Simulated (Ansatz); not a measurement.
The system is GdO.

```
Gd O
1.0
     2.80181    0.00000    0.00000
     0.00000    2.80181    0.00000
     0.00000    0.00000    2.80181
Gd O
1 1
Direct
  0.00000 0.00000 0.00000
  0.50000 0.50000 0.50000
```

The cell comes from a database or a generator and needn't be the stable form of this composition.

Base run:

```yaml
Program: Ansatz 0.2.0
Functional: r2SCAN
Potentials_or_basis: Ansatz PAW
Cutoff: "500 eV (not typed: the program's choice for these potentials)"
k_mesh: 9 × 9 × 9
Occupations: fermi-dirac, width 0.05 eV
Spin: collinear spin, ferromagnetic start
Starting_moments: "[7.0, 0.0] μB"
Hubbard_terms: Gd f U = 2 eV
```

Its results: band gap on the k mesh none (metal or under the smearing width); pressure 51.6 GPa; net moment 7.58 μB per cell; site moments Gd +7.16; O -0.00 μB.

Task: The run is repeated on the same cell with these changes: hubbard terms from Gd f U = 2 eV to Gd f U = 1 eV. What comes out?

Result: Band gap on the k mesh none (metal or under the smearing width); pressure 50.7 GPa; net moment 7.56 μB per cell; site moments Gd +7.14; O +0.00 μB.

Caveats: the magnetic or orbital state may not be the lowest; a pressure of tens of GPa on the cell as given is suspect, and the run, the potentials or the cell itself is likely at fault; spin-orbit coupling is left out, which moves the levels of the heavy elements; a cell with one magnetic atom can't hold antiferromagnetic order, which such compounds often take; the PAW data sets come from PBE, with cores solved anew for the run's functional, which leaves a small shift of forces and pressure.
